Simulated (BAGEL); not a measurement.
# C2HF3O2 (trifluoroacetic acid): RI-MP2/cc-pVDZ (density fitting with cc-pvqz-jkfit)

What is the energy change on altering one bond length of C2HF3O2 (trifluoroacetic acid) at RI-MP2/cc-pVDZ (density fitting with cc-pvqz-jkfit)? 

Program for the calculation: BAGEL 1.2.2.

2 further runs of the same task are left out: 2 set aside as unsound or not needed. Runs told in other sessions of the task aren't counted.

## Step 1: The molecule

C2HF3O2: 8 atoms, total charge 0, spin state singlet. As SMILES, `O=C(O)C(F)(F)F`. Geometry: relaxed at PBE0-D4/def2-TZVP. This is one conformer, not always the lowest.

Bond lengths: O1–C2 1.191 Å, C2–O3 1.327 Å, C2–C4 1.545 Å, C4–F5 1.320 Å, C4–F6 1.332 Å, C4–F7 1.332 Å, O3–H8 0.968 Å. Angles: O1–C2–O3 126.5°, O1–C2–C4 123.5°, O3–C2–C4 109.9°, C2–C4–F5 110.3°, C2–C4–F6 110.3°, C2–C4–F7 110.3°, F5–C4–F6 108.7°, F5–C4–F7 108.7°, F6–C4–F7 108.4°, C2–O3–H8 107.7°.

## Step 2: The energy at RI-MP2/cc-pVDZ (density fitting with cc-pvqz-jkfit)

input.json reads:

```json
{ "bagel": [

{
  "title": "molecule",
  "basis": "cc-pvdz.json",
  "df_basis": "cc-pvqz-jkfit",
  "angstrom": true,
  "geometry": [
    { "atom": "O", "xyz": [       1.701390,      -0.309410,       0.229740 ] },
    { "atom": "C", "xyz": [       0.511460,      -0.349980,       0.214300 ] },
    { "atom": "O", "xyz": [      -0.253260,      -1.304740,       0.729890 ] },
    { "atom": "C", "xyz": [      -0.371350,       0.741370,      -0.431300 ] },
    { "atom": "F", "xyz": [       0.382180,       1.695120,      -0.946090 ] },
    { "atom": "F", "xyz": [      -1.180850,       1.279960,       0.479630 ] },
    { "atom": "F", "xyz": [      -1.119800,       0.216820,      -1.400730 ] },
    { "atom": "H", "xyz": [       0.330230,      -1.969150,       1.124540 ] }
  ]
},

{
  "title": "hf"
},

{
  "title": "mp2",
  "ncore": 7
}

]}
```

The basis set cc-pVDZ is read from a file made from the Basis Set Exchange's data (not shown).

Command:

```console
$ BAGEL_NUM_THREADS=1 BAGEL input.json > input.out
```

Standard output:

```text
* using 1 threads per process

  ===============================================================
  ===============================================================

  *** Geometry ***

  { "atom" : "O", "xyz" : [      3.215161,     -0.584700,      0.434146 ] },
  { "atom" : "C", "xyz" : [      0.966519,     -0.661366,      0.404968 ] },
  { "atom" : "O", "xyz" : [     -0.478592,     -2.465601,      1.379292 ] },
  { "atom" : "C", "xyz" : [     -0.701750,      1.400986,     -0.815039 ] },
  { "atom" : "F", "xyz" : [      0.722216,      3.203313,     -1.787851 ] },
  { "atom" : "F", "xyz" : [     -2.231483,      2.418774,      0.906369 ] },
  { "atom" : "F", "xyz" : [     -2.116115,      0.409730,     -2.646996 ] },
  { "atom" : "H", "xyz" : [      0.624044,     -3.721154,      2.125073 ] },

  Number of auxiliary basis functions:      793

  Since a DF basis is specified, we compute 2- and 3-index integrals:
    o Being stored without compression. Storage requirement is 0.067 GB

  Number of basis functions:      103
  Number of electrons      :       56

    * METHOD: MOLECULE                             0.72

  *** RHF ***

  === Nuclear Repulsion ===
   338.0997957664

      * DIIS with orbital gradients will be used.

  === RHF iteration (cc-pvdz.json) ===
      0       -523.96258353          0.01979777           0.24
      1       -524.20261952          0.01574961           0.24
      2       -524.40496974          0.00149897           0.23
      3       -524.40772191          0.00079757           0.24
      4       -524.40852539          0.00018797           0.24
      5       -524.40861086          0.00009065           0.23
      6       -524.40863350          0.00003719           0.22
      7       -524.40863790          0.00000951           0.23
      8       -524.40863806          0.00000434           0.23
      9       -524.40863809          0.00000133           0.23
     10       -524.40863809          0.00000055           0.22
     11       -524.40863809          0.00000017           0.23
     12       -524.40863809          0.00000006           0.23
     13       -524.40863809          0.00000002           0.23
     14       -524.40863809          0.00000001           0.23
    * SCF iteration converged.

    * Permanent dipole moment:
           (    0.115420,     0.785435,    -0.440515) a.u.

    * METHOD: HF                                   3.82

  *** RHF ***

  === Nuclear Repulsion ===
   338.0997957664

      * DIIS with orbital gradients will be used.

  === RHF iteration (cc-pvdz.json) ===
      0       -524.40863809          0.00000000           0.23
    * SCF iteration converged.

    * Permanent dipole moment:
           (    0.115419,     0.785435,    -0.440515) a.u.

  === DF-MP2 calculation ===

    * freezing 7 orbitals
    * 3-index integral transformation done
    * assembly done

      MP2 correlation energy:   -1.1721742712      0.22

      MP2 total energy:       -525.5808123646

    * METHOD: MP2                                  0.70

  ===============================================================
```

Wall time 5.4 s (1 thread of Arm Neoverse V2, shared host); peak memory 0.22 GiB.

## Step 3: The distorted shape at the same level

calc.json reads:

```json
{ "bagel" : [

{
  "title" : "molecule",
  "basis" : "cc-pvdz.json",
  "df_basis" : "cc-pvqz-jkfit",
  "angstrom" : true,
  "geometry" : [
    { "atom" : "O", "xyz" : [       1.879850,      -0.303326,       0.232056 ] },
    { "atom" : "C", "xyz" : [       0.511460,      -0.349980,       0.214300 ] },
    { "atom" : "O", "xyz" : [      -0.253260,      -1.304740,       0.729890 ] },
    { "atom" : "C", "xyz" : [      -0.371350,       0.741370,      -0.431300 ] },
    { "atom" : "F", "xyz" : [       0.382180,       1.695120,      -0.946090 ] },
    { "atom" : "F", "xyz" : [      -1.180850,       1.279960,       0.479630 ] },
    { "atom" : "F", "xyz" : [      -1.119800,       0.216820,      -1.400730 ] },
    { "atom" : "H", "xyz" : [       0.330230,      -1.969150,       1.124540 ] }
  ]
},

{ "title" : "hf" },

{ "title" : "mp2", "ncore" : 7 }

]}
```

The basis set cc-pVDZ is read from a file made from the Basis Set Exchange's data (not shown).

Command:

```console
$ BAGEL_NUM_THREADS=1 BAGEL calc.json > calc.out
```

Standard output:

```text
* using 1 threads per process

  ===============================================================
  ===============================================================

  *** Geometry ***

  { "atom" : "O", "xyz" : [      3.552402,     -0.573203,      0.438522 ] },
  { "atom" : "C", "xyz" : [      0.966519,     -0.661366,      0.404968 ] },
  { "atom" : "O", "xyz" : [     -0.478592,     -2.465601,      1.379292 ] },
  { "atom" : "C", "xyz" : [     -0.701750,      1.400986,     -0.815039 ] },
  { "atom" : "F", "xyz" : [      0.722216,      3.203313,     -1.787851 ] },
  { "atom" : "F", "xyz" : [     -2.231483,      2.418774,      0.906369 ] },
  { "atom" : "F", "xyz" : [     -2.116115,      0.409730,     -2.646996 ] },
  { "atom" : "H", "xyz" : [      0.624044,     -3.721154,      2.125073 ] },

  Number of auxiliary basis functions:      793

  Since a DF basis is specified, we compute 2- and 3-index integrals:
    o Being stored without compression. Storage requirement is 0.067 GB

  Number of basis functions:      103
  Number of electrons      :       56

    * METHOD: MOLECULE                             0.64

  *** RHF ***

  === Nuclear Repulsion ===
   332.1280637165

      * DIIS with orbital gradients will be used.

  === RHF iteration (cc-pvdz.json) ===
      0       -523.85553651          0.02119685           0.18
      1       -524.02434872          0.02010561           0.17
      2       -524.35154615          0.00229408           0.17
      3       -524.35656338          0.00116400           0.17
      4       -524.35832953          0.00019693           0.17
      5       -524.35841853          0.00008923           0.17
      6       -524.35843869          0.00004047           0.17
      7       -524.35844508          0.00001735           0.17
      8       -524.35844613          0.00000793           0.17
      9       -524.35844633          0.00000358           0.17
     10       -524.35844637          0.00000151           0.17
     11       -524.35844638          0.00000049           0.17
     12       -524.35844638          0.00000031           0.17
     13       -524.35844638          0.00000008           0.17
     14       -524.35844638          0.00000003           0.17
     15       -524.35844638          0.00000002           0.17
     16       -524.35844638          0.00000001           0.17
    * SCF iteration converged.

    * Permanent dipole moment:
           (    0.517372,     0.830222,    -0.452920) a.u.

    * METHOD: HF                                   3.21

  *** RHF ***

  === Nuclear Repulsion ===
   332.1280637165

      * DIIS with orbital gradients will be used.

  === RHF iteration (cc-pvdz.json) ===
      0       -524.35844638          0.00000000           0.17
    * SCF iteration converged.

    * Permanent dipole moment:
           (    0.517371,     0.830222,    -0.452919) a.u.

  === DF-MP2 calculation ===

    * freezing 7 orbitals
    * 3-index integral transformation done
    * assembly done

      MP2 correlation energy:   -1.1942922572      0.16

      MP2 total energy:       -525.5527386341

    * METHOD: MP2                                  0.53

  ===============================================================
```

It took 4.5 s on 1 thread of Arm Neoverse V2, shared host; peak memory 0.22 GiB.

## Step 4: Summary of results

Level: RI-MP2/cc-pVDZ (density fitting with cc-pvqz-jkfit), 7 core orbitals frozen.

```
                                                         quantity          value
                                        first shape: total energy  -525.58081 Eh
         first shape: correlation energy (7 core orbitals frozen)    -1172.2 mEh
                                    distorted shape: total energy  -525.55274 Eh
     distorted shape: correlation energy (7 core orbitals frozen)    -1194.3 mEh
energy change with the O1–C2 bond stretched from 1.191 to 1.369 Å       0.764 eV
```

With the O1–C2 bond stretched from 1.191 to 1.369 Å the energy rises by 0.76 eV (17.6 kcal/mol). The first shape isn't relaxed at this level, so the change isn't measured from a minimum.
